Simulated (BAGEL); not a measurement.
# SiHCl3 (SMILES [H][Si](Cl)(Cl)Cl) at HF/STO-3G (density fitting with qzvpp-jkfit)

What is the vertical electron affinity of SiHCl3 at HF/STO-3G (density fitting with qzvpp-jkfit)? 

Program for the calculation: BAGEL 1.2.2.

5 further runs of the same task are left out: 4 that didn't finish, 1 set aside as unsound or not needed.

## (1) The system as given

The species is SiHCl3 (5 atoms), meant as a singlet with charge 0. SMILES: `[H][Si](Cl)(Cl)Cl`. The shape is that of a GFN2-xTB optimisation.

Bond lengths: Si1–Cl3 2.010 Å, Si1–Cl4 2.010 Å, Si1–Cl5 2.010 Å, Si1–H2 1.451 Å. Angles: Cl3–Si1–Cl4 109.7°, Cl3–Si1–Cl5 109.5°, Cl4–Si1–Cl5 109.7°, H2–Si1–Cl3 109.3°, H2–Si1–Cl4 109.4°, H2–Si1–Cl5 109.3°.

## (2) A single-point energy at HF/STO-3G (density fitting with qzvpp-jkfit)

Input file input.json:

```json
{ "bagel" : [

{
  "title" : "molecule",
  "basis" : "sto-3g",
  "df_basis" : "qzvpp-jkfit",
  "angstrom" : "true",
  "geometry" : [
    { "atom" : "Si", "xyz" : [   -0.000330,   -0.000420,    0.108600 ] },
    { "atom" : "H", "xyz" : [    0.008670,   -0.016190,    1.559030 ] },
    { "atom" : "Cl", "xyz" : [    1.892710,    0.009030,   -0.565730 ] },
    { "atom" : "Cl", "xyz" : [   -0.955250,    1.647390,   -0.534550 ] },
    { "atom" : "Cl", "xyz" : [   -0.945810,   -1.639810,   -0.567350 ] }
  ]
},
{ "title" : "hf", "charge" : 0 },
{ "title" : "print", "file" : "orbitals.molden", "orbitals" : "true" }

]}
```

The run is started by

```sh
BAGEL_NUM_THREADS=1 BAGEL input.json > input.out
```

The log of the run:

```text
* using 1 threads per process

  ===============================================================
  ===============================================================

  *** Geometry ***

  { "atom" : "Si", "xyz" : [     -0.000624,     -0.000794,      0.205224 ] },
  { "atom" : "H", "xyz" : [      0.016384,     -0.030595,      2.946140 ] },
  { "atom" : "Cl", "xyz" : [      3.576704,      0.017064,     -1.069075 ] },
  { "atom" : "Cl", "xyz" : [     -1.805161,      3.113116,     -1.010153 ] },
  { "atom" : "Cl", "xyz" : [     -1.787322,     -3.098792,     -1.072136 ] },

  Number of auxiliary basis functions:      530

  Since a DF basis is specified, we compute 2- and 3-index integrals:
    o Being stored without compression. Storage requirement is 0.006 GB

  Number of basis functions:       37
  Number of electrons      :       66

    * METHOD: MOLECULE                             0.18

  *** RHF ***

  === Nuclear Repulsion ===
   342.2571438522

      * DIIS with orbital gradients will be used.

  === RHF iteration (sto-3g) ===
      0      -1649.96918394          0.01178369           0.05
      1      -1650.07289712          0.00219561           0.04
      2      -1650.07590604          0.00034551           0.04
      3      -1650.07607620          0.00004496           0.04
      4      -1650.07607945          0.00000507           0.05
      5      -1650.07607949          0.00000089           0.05
      6      -1650.07607949          0.00000022           0.05
      7      -1650.07607949          0.00000003           0.05
      8      -1650.07607949          0.00000000           0.05
    * SCF iteration converged.

    * Permanent dipole moment:
           (   -0.000938,     0.006189,    -0.877957) a.u.

    * METHOD: HF                                   0.50

    * METHOD: PRINT                                0.00

  ===============================================================
```

Run time: 0.84 s. Hardware: 1 thread of Arm Neoverse V2, shared host; peak memory 0.082 GiB.

## (3) The doublet anion

Input file input.json:

```json
{ "bagel": [

{
  "title": "molecule",
  "basis": "sto-3g",
  "df_basis": "qzvpp-jkfit",
  "angstrom": "true",
  "geometry": [
    { "atom": "Si", "xyz": [   -0.000330,   -0.000420,    0.108600 ] },
    { "atom": "H", "xyz": [    0.008670,   -0.016190,    1.559030 ] },
    { "atom": "Cl", "xyz": [    1.892710,    0.009030,   -0.565730 ] },
    { "atom": "Cl", "xyz": [   -0.955250,    1.647390,   -0.534550 ] },
    { "atom": "Cl", "xyz": [   -0.945810,   -1.639810,   -0.567350 ] }
  ]
},
{
  "title": "uhf",
  "charge": -1,
  "nopen": 1
},
{
  "title": "print",
  "file": "orbitals.molden",
  "orbitals": "true"
}

]}
```

The run is started by

```sh
BAGEL_NUM_THREADS=1 BAGEL input.json > input.out
```

The log of the run:

```text
* using 1 threads per process

  ===============================================================
  ===============================================================

  *** Geometry ***

  { "atom" : "Si", "xyz" : [     -0.000624,     -0.000794,      0.205224 ] },
  { "atom" : "H", "xyz" : [      0.016384,     -0.030595,      2.946140 ] },
  { "atom" : "Cl", "xyz" : [      3.576704,      0.017064,     -1.069075 ] },
  { "atom" : "Cl", "xyz" : [     -1.805161,      3.113116,     -1.010153 ] },
  { "atom" : "Cl", "xyz" : [     -1.787322,     -3.098792,     -1.072136 ] },

  Number of auxiliary basis functions:      530

  Since a DF basis is specified, we compute 2- and 3-index integrals:
    o Being stored without compression. Storage requirement is 0.006 GB

  Number of basis functions:       37
  Number of electrons      :       66

    * METHOD: MOLECULE                             0.19

  *** Open-shell HF ***

  === Nuclear Repulsion ===
   342.2571438522

      * DIIS with orbital gradients will be used.

  === UHF iteration (sto-3g) ===
      0      -1649.80385539          0.01292313           0.10
      1      -1649.84087520          0.00163113           0.09
      2      -1649.84237676          0.00043405           0.09
      3      -1649.84281343          0.00020059           0.09
      4      -1649.84299431          0.00006489           0.09
      5      -1649.84302944          0.00001890           0.09
      6      -1649.84303304          0.00000719           0.09
      7      -1649.84303365          0.00000176           0.09
      8      -1649.84303368          0.00000080           0.09
      9      -1649.84303369          0.00000051           0.09
     10      -1649.84303369          0.00000019           0.10
     11      -1649.84303369          0.00000006           0.09
     12      -1649.84303369          0.00000002           0.09
     13      -1649.84303369          0.00000001           0.09
    * SCF iteration converged.

    * S^2 (UHF) is 0.7545

    * Permanent dipole moment:
           (   -0.012609,     0.017031,    -0.909577) a.u.

    * METHOD: UHF                                  1.39

    * METHOD: PRINT                                0.00

  ===============================================================
```

Run time: 1.8 s. Hardware: 1 thread of Arm Neoverse V2, shared host; peak memory 0.082 GiB.

## (4) Results

Level: HF/STO-3G (density fitting with qzvpp-jkfit).

```
                                         quantity           value
                     singlet SiHCl3: total energy  -1650.07608 Eh
                    singlet SiHCl3: dipole moment          2.23 D
                      singlet SiHCl3: HOMO energy       -11.44 eV
                      singlet SiHCl3: LUMO energy         6.82 eV
                    singlet SiHCl3: HOMO–LUMO gap        18.26 eV
                      doublet anion: total energy  -1649.84303 Eh
                              doublet anion: ⟨S²⟩           0.754
vertical electron affinity (to the doublet anion)       -6.341 eV
```

What this shows: The anion lies 6.34 eV (612 kJ/mol) above the neutral: the electron isn't bound at this level, and such a value depends on the basis. Without diffuse functions anions come out too high. Hartree–Fock misses the correlation that binds many anions. In a minimal basis such a difference can be off by several eV, whatever the method.
